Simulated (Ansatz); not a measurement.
# AlF2H3Si: how energies converge with the basis set

Aim: see how fast density functionals converge with the basis set for AlF2H3Si.

The runs use Ansatz 0.2.0, Gaussian basis; one geometry, several basis sets.

The runs, in order: PBE0-D4/def2-SVP; ωB97M-V/def2-SVP; PBE0-D4/def2-QZVPP; ωB97M-V/def2-QZVPP; the functionals' def2-TZVPP values are taken from earlier runs.

**1. Structure used throughout**

The geometry comes from an earlier relaxation with PBE0-D4 in a triple-zeta def2 set; it is a stationary point, not always the lowest conformer.

SMILES `[F][Al]([F])[SiH3]`, 7 atoms, charge 0, spin multiplicity 1.

Atoms are counted from 1 here; the program's logs count them from 0.

Bond lengths: F1–Al2 1.643 Å, Al2–F3 1.644 Å, Al2–Si4 2.431 Å, Si4–H5 1.488 Å, Si4–H6 1.486 Å, Si4–H7 1.488 Å. Angles: F1–Al2–F3 117.0°, F1–Al2–Si4 122.2°, F3–Al2–Si4 120.8°, Al2–Si4–H5 109.6°, Al2–Si4–H6 111.0°, Al2–Si4–H7 109.7°, H5–Si4–H6 109.1°, H5–Si4–H7 108.4°, H6–Si4–H7 109.1°.

Geometry (Å):

```
F     1.13218   -0.63550    2.29926
Al    0.63751   -0.94237    0.76260
F     0.93439   -2.44632    0.16983
Si   -0.48359    0.73133   -0.59772
H     0.31315    0.99216   -1.82673
H    -0.64905    2.00333    0.15215
H    -1.82349    0.22938   -1.00499
```

**2. PBE0-D4 in def2-SVP**

in.yaml

```yaml
crystal:
  periodic: [false, false, false]
  atoms:
    - {symbol: F, position_ang: [1.132179, -0.635503, 2.299264]}
    - {symbol: Al, position_ang: [0.637509, -0.942370, 0.762600]}
    - {symbol: F, position_ang: [0.934394, -2.446325, 0.169830]}
    - {symbol: Si, position_ang: [-0.483587, 0.731326, -0.597718]}
    - {symbol: H, position_ang: [0.313147, 0.992160, -1.826733]}
    - {symbol: H, position_ang: [-0.649047, 2.003328, 0.152150]}
    - {symbol: H, position_ang: [-1.823494, 0.229384, -1.004992]}
basis:
  gaussian: {orbitals: def2-SVP}
hamiltonian: {xc: pbe0, dispersion: d4}
output: {orbitals: {seedname: orbitals}}
```

Further steps of the session: ωB97M-V in def2-SVP; PBE0-D4 in def2-QZVPP; ωB97M-V in def2-QZVPP.

Q: Predict the results of all the runs planned. Wanted: PBE0-D4: double and triple zeta above quadruple; ωB97M-V: double and triple zeta above quadruple.

As calculated:

```
                                       quantity           value
PBE0-D4: double and triple zeta above quadruple  12.91, 0.81 eV
ωB97M-V: double and triple zeta above quadruple  13.01, 0.76 eV
```

**Reading.** For PBE0-D4 the step from double to triple zeta gains 12.11 eV and the next only 0.81 eV. Total energies overstate the basis error of differences, where much of it tends to cancel.
